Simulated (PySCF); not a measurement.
# WSH₂: relaxation and vibrations of the singlet

Where does singlet WSH₂ go from a T-shaped (ligand arrangement 1) start, is the end point a minimum, and what are its modes, charges and moments?

The runs use PySCF 2.14.0; PBE0, basis W def2-TZVP with ECP60, S def2-TZVP, H def2-TZVP, scalar-relativistic core potentials, no spin–orbit coupling, density fitting.

**1. Where the work starts**

4 atoms, charge 0, spin multiplicity 1.

Bond lengths: W1–S2 2.140 Å, W1–H3 1.690 Å, W1–H4 1.690 Å. Angles: S2–W1–H3 88.0°, S2–W1–H4 176.0°, H3–W1–H4 88.0°.

Z-matrix (Å, degrees; charge 0 multiplicity 1):
```
W
S  1 2.1400
H  1 1.6900 2 88.00
H  1 1.6900 3 88.00 2 180.00
```

**2. Relaxing the singlet from the T-shaped (ligand arrangement 1) start**

The steps below are one call of a driver around PySCF. For each, scf.py gives the equivalent set-up of the SCF; relaxations use the driver's own optimiser. Before each start the driver seeks the lowest SCF state from one or more starting densities and follows internal instabilities, so scf.py alone need not reach the same state.

The program finds Cs symmetry in the start, which this walk keeps. The walk stops when the largest gradient is under 0.0003 Eh/bohr and the energy has settled too.

scf.py

```python
from pyscf import gto, scf, dft
mol = gto.M(atom='''
W      0.305941     0.000000    -0.019047
S     -1.832759     0.000000     0.055653
H      0.305941     0.000000     1.670953
H      1.994941     0.000000     0.039953''',
    basis={'W': 'def2-TZVP', 'S': 'def2-TZVP', 'H': 'def2-TZVP'},
    ecp={'W': 'def2-TZVP'},
    charge=0, spin=0)
mf = dft.RKS(mol, xc='PBE0')
mf.grids.atom_grid = (50, 194)
aux = {'W': 'def2-universal-JKFIT', 'S': 'def2-universal-JKFIT', 'H': 'def2-universal-JKFIT'}
mf = mf.density_fit(auxbasis=aux)
mf.kernel()
```

Energy and gradient, step by step:

```csv
step,energy (Eh),change (kJ/mol),largest symmetric gradient (Eh/bohr)
0,-466.211124,0.00,0.04757
1,-466.215017,-10.22,0.02098
2,-466.216710,-14.67,0.00655
3,-466.217791,-17.50,0.01040
4,-466.218745,-20.01,0.04060
5,-466.221102,-26.20,0.03197
6,-466.222815,-30.69,0.03332
7,-466.224612,-35.41,0.03396
8,-466.226482,-40.32,0.03440
9,-466.228397,-45.35,0.03451
10,-466.230333,-50.43,0.03444
11,-466.232272,-55.52,0.03420
12,-466.256028,-117.89,0.02570
13,-466.256795,-119.91,0.04722
14,-466.262804,-135.69,0.01769
15,-466.264392,-139.85,0.00849
16,-466.264691,-140.64,0.00689
17,-466.264792,-140.90,0.00329
18,-466.264837,-141.02,0.00089
19,-466.264854,-141.07,0.00037
20,-466.264854,-141.07,0.00012
```

The walk needed 99 s of wall time on 2 threads, shared host.

After 20 steps and 141.1 kJ/mol it ends at C2v: W–H 1.742 Å (×2), W–S 2.077 Å; H–W–H 130.3°, H–W–S 114.6°, H–W–S 115.0°.

**3. Frequencies**

On the finer grid the gradient is checked again; gradients at displacements of ±0.01 bohr then give force constants and infrared intensities.

scf.py, as its differences from that of step 2:

```diff
@@ -3,4 +3,4 @@
-W      0.305941     0.000000    -0.019047
-S     -1.832759     0.000000     0.055653
-H      0.305941     0.000000     1.670953
-H      1.994941     0.000000     0.039953''',
+W      0.261885     0.000000     0.141917
+S     -1.563791    -0.000000    -0.847428
+H      0.151703     0.000000     1.880003
+H      1.657871    -0.000000    -0.899384''',
@@ -11 +11 @@
-mf.grids.atom_grid = (50, 194)
+mf.grids.atom_grid = (75, 302)
```

This SCF starts from the last density.

Log of the central SCF (cycles and frontier levels):

```text
init E= -466.264879263784
  HOMO = -0.228421755129716  LUMO = -0.136892173321826  gap/eV = 2.49065
cycle= 1 E= -466.264879263793  delta_E= -9.55e-12  |g|= 1.4e-05  |ddm|= 2.37e-05
  HOMO = -0.22842127589595  LUMO = -0.136891635697925  gap/eV = 2.49065
cycle= 2 E= -466.264879263777  delta_E= 1.64e-11  |g|= 1.63e-05  |ddm|= 2.53e-05
  HOMO = -0.228421932800868  LUMO = -0.136892361162951  gap/eV = 2.49065
cycle= 3 E= -466.26487926384  delta_E= -6.29e-11  |g|= 4.5e-06  |ddm|= 1.42e-05
  HOMO = -0.228420690745359  LUMO = -0.136890983415682  gap/eV = 2.49065
Extra cycle  E= -466.26487926379  delta_E= 4.99e-11  |g|= 1.4e-05  |ddm|= 1.43e-05
converged SCF energy = -466.26487926379
```

The whole step took 74 s.

Geometry: C2v; W–H 1.742 Å (×2), W–S 2.077 Å; H–W–H 130.3°, H–W–S 114.8° (×2).

Modes, for the most abundant isotopes:

```tsv
symmetry	ω (cm⁻¹)	IR (km/mol)
b1	464i	90.4
b2	444	3.8
a1	578	30.9
a1	839	4.2
b2	1916	178
a1	1938	127
```

1 mode is imaginary, the largest at 464i cm⁻¹: a saddle point, not a minimum.

Constants and moments:

- Dipole moment: 1.21 D
- Highest occupied level: -6.22 eV
- Lowest empty level: -3.72 eV
- Rotational constants: 3.348, 0.1409, 0.1353 cm⁻¹
- Zero-point energy (real modes): 34.2 kJ/mol
- Principal polarisabilities: 54.0, 66.4, 84.9 bohr³
- Atomisation energy without zero-point energy: 995 kJ/mol
- Principal traceless quadrupole moments about the centre of mass: -2.35, -1.09, 3.45 D Å

Charges (e) and bond orders:

```csv
atom,Mulliken,Löwdin,polar tensor,Mayer order to W1
W1,0.46,0.10,0.83,–
S2,-0.24,0.18,-0.43,2.46
"H3,4",-0.11,-0.14,-0.20,0.95
```

Mulliken populations on W1 (outside its core potential): s 3.08, p 6.42, d 4.01, f 0.04.

**4. Leaving the saddle point**

The start is the last point, displaced along its most imaginary mode.

The program finds Cs symmetry in the start, which this walk keeps. Threshold on the gradient: 0.0003 Eh/bohr, with a further test on the energy change.

scf.py, as its differences from that of step 3:

```diff
@@ -3,4 +3,4 @@
-W      0.261885     0.000000     0.141917
-S     -1.563791    -0.000000    -0.847428
-H      0.151703     0.000000     1.880003
-H      1.657871    -0.000000    -0.899384''',
+W      0.261885     0.001778     0.141917
+S     -1.563791    -0.002664    -0.847428
+H      0.151703    -0.120000     1.880003
+H      1.657871    -0.120000    -0.899384''',
@@ -11 +11 @@
-mf.grids.atom_grid = (75, 302)
+mf.grids.atom_grid = (50, 194)
```

The optimiser's trace:

```csv
step,energy (Eh),change (kJ/mol),largest symmetric gradient (Eh/bohr)
0,-466.265248,0.00,0.00443
1,-466.268847,-9.45,0.01302
2,-466.268987,-9.82,0.01978
3,-466.270801,-14.58,0.01160
4,-466.272894,-20.07,0.00804
5,-466.273533,-21.75,0.00244
6,-466.273567,-21.84,0.00019
7,-466.273567,-21.84,0.00009
```

The walk took 42 s.

Positions (Å) and forces (eV/Å) along the way:

```
step 0
W    0.262   0.002   0.142   0.100   0.228   0.041
S   -1.564  -0.003  -0.847   0.001  -0.065   0.014
H    0.152  -0.120   1.880  -0.018  -0.081  -0.088
H    1.658  -0.120  -0.899  -0.083  -0.082   0.033
step 1
W    0.273   0.213   0.148  -0.116   0.039  -0.044
S   -1.552  -0.059  -0.841   0.677  -0.032   0.348
H    0.146  -0.198   1.863  -0.044  -0.003  -0.589
H    1.641  -0.198  -0.895  -0.518  -0.003   0.284
step 4
W    0.301   0.335   0.163   0.410   0.195   0.234
S   -1.470  -0.100  -0.797  -0.225  -0.126  -0.135
H    0.122  -0.238   1.778  -0.035  -0.034  -0.157
H    1.556  -0.238  -0.869  -0.150  -0.035   0.057
step 7
W    0.322   0.407   0.174  -0.003   0.002  -0.001
S   -1.434  -0.124  -0.777   0.000   0.006  -0.002
H    0.110  -0.262   1.729   0.003  -0.004   0.000
H    1.509  -0.262  -0.852   0.001  -0.005   0.003
```

It settles in Cs symmetry, 21.8 kJ/mol below the start, after 7 steps: W–H 1.705 Å (×2), W–S 2.066 Å; H–W–H 118.8°, H–W–S 102.3° (×2).

**5. Frequencies**

The same treatment as at the point before.

scf.py, as its differences from that of step 4:

```diff
@@ -3,4 +3,4 @@
-W      0.261885     0.001778     0.141917
-S     -1.563791    -0.002664    -0.847428
-H      0.151703    -0.120000     1.880003
-H      1.657871    -0.120000    -0.899384''',
+W      0.252808     0.084879     0.136998
+S     -1.502539    -0.447168    -0.814236
+H      0.041801    -0.584936     1.691250
+H      1.439729    -0.584936    -0.888399''',
@@ -11 +11 @@
-mf.grids.atom_grid = (50, 194)
+mf.grids.atom_grid = (75, 302)
```

Log of the central SCF (cycles and frontier levels):

```text
init E= -466.273596375946
  HOMO = -0.202134105900527  LUMO = -0.109993144255217  gap/eV = 2.50728
cycle= 1 E= -466.273596375619  delta_E= 3.27e-10  |g|= 3.75e-05  |ddm|= 3.98e-05
  HOMO = -0.202123987825004  LUMO = -0.109985612927741  gap/eV = 2.50721
cycle= 2 E= -466.273596371517  delta_E= 4.1e-09  |g|= 0.000127  |ddm|= 0.000117
  HOMO = -0.202132299038269  LUMO = -0.109991981357845  gap/eV = 2.50727
cycle= 3 E= -466.27359637603  delta_E= -4.51e-09  |g|= 2.19e-06  |ddm|= 9.14e-05
  HOMO = -0.202132079476726  LUMO = -0.109991744294678  gap/eV = 2.50727
cycle= 4 E= -466.273596376029  delta_E= 1.14e-12  |g|= 9.28e-07  |ddm|= 3.92e-06
  HOMO = -0.202132113389808  LUMO = -0.109991799502092  gap/eV = 2.50727
Extra cycle  E= -466.273596376031  delta_E= -2.27e-12  |g|= 1.02e-06  |ddm|= 4.45e-06
converged SCF energy = -466.273596376031
```

The whole step took 96 s.

Geometry: Cs; W–H 1.706 Å (×2), W–S 2.066 Å; H–W–H 118.7°, H–W–S 102.3° (×2).

Modes, for the most abundant isotopes:

```tsv
symmetry	ω (cm⁻¹)	IR (km/mol)	type
a'	448	41.0	bend
a''	542	25.0	bend
a'	590	46.5	mixed
a'	781	41.1	bend
a''	1997	221	stretch
a'	2003	74.2	stretch
```

Every mode is real; the point is a minimum.

Constants and moments:

```
Dipole moment                                                   : 2.25 D
Highest occupied level                                          : -5.50 eV
Lowest empty level                                              : -2.99 eV
Rotational constants                                            : 3.024, 0.1423, 0.1387 cm⁻¹
Zero-point energy                                               : 38.0 kJ/mol
Principal polarisabilities                                      : 51.0, 73.6, 82.6 bohr³
Atomisation energy without zero-point energy                    : 1018 kJ/mol
Principal traceless quadrupole moments about the centre of mass : -4.68, -0.86, 5.54 D Å
Entropy at 298.15 K and 1 bar                                   : 280.1 J/(mol K)
Heat capacity Cp at 298.15 K                                    : 51.2 J/(mol K)
Enthalpy at 298.15 K above 0 K                                  : 11.78 kJ/mol
Rotational symmetry number                                      : 1
```

Populations by atom (charges in e):

```json
{"atom": "W1", "Mulliken": "0.38", "Löwdin": "-0.05", "polar tensor": "0.81", "Mayer order to W1": "–"}
{"atom": "S2", "Mulliken": "-0.19", "Löwdin": "0.24", "polar tensor": "-0.39", "Mayer order to W1": "2.55"}
{"atom": "H3,4", "Mulliken": "-0.09", "Löwdin": "-0.09", "polar tensor": "-0.21", "Mayer order to W1": "0.98"}
```

Outer orbital energies (eV). occupied: -44.51, -19.28, -10.29, -9.76, -9.34, -8.74, -8.72, -5.50; empty: -2.99, -2.75, -2.20, -1.35.

Mulliken populations on W1 (outside its core potential): s 2.94, p 6.31, d 4.34, f 0.03.

**6. All stationary points**

| spin | group | bonds | imaginary modes (cm⁻¹) | ΔE (kJ/mol) | with zero-point energy |
| --- | --- | --- | --- | --- | --- |
| singlet | Cs | W–H 1.706 Å (×2), W–S 2.066 Å | none | 0.0 | 0.0 |
| singlet | C2v | W–H 1.742 Å (×2), W–S 2.077 Å | 464i | 22.9 | – |

**7. Results**

```
                                 quantity                                                           value
                                  minimum                                                     singlet, Cs
                                 geometry  W–H 1.706 Å (×2), W–S 2.066 Å; H–W–H 118.7°, H–W–S 102.3° (×2)
                       wavenumbers (cm⁻¹)  448 (a'), 542 (a''), 590 (a'), 781 (a'), 1997 (a''), 2003 (a')
                            dipole moment                                                          2.25 D
     highest occupied, lowest empty level                                                 -5.50, -2.99 eV
                polar-tensor charge of W1                                                         +0.81 e
                        zero-point energy                                                     38.0 kJ/mol
                      entropy at 298.15 K                                                 280.1 J/(mol K)
atomisation energy (no zero-point energy)                                                     1018 kJ/mol
```

**Reading.** The T-shaped (ligand arrangement 1) start (Cs) ends in a minimum of Cs symmetry, after a first stop at a saddle point 22.9 kJ/mol higher, from which it was pushed off along an imaginary mode. In the infrared the band at 1997 cm⁻¹ (a'', stretch) leads. Other starts or spin states, not run here, may lie lower. Whether spin polarisation would lower the closed shell was not checked. With an element this heavy the missing spin–orbit coupling can shift these numbers.

The search up to here needed 5.4 min of wall time on 2 threads, shared host.
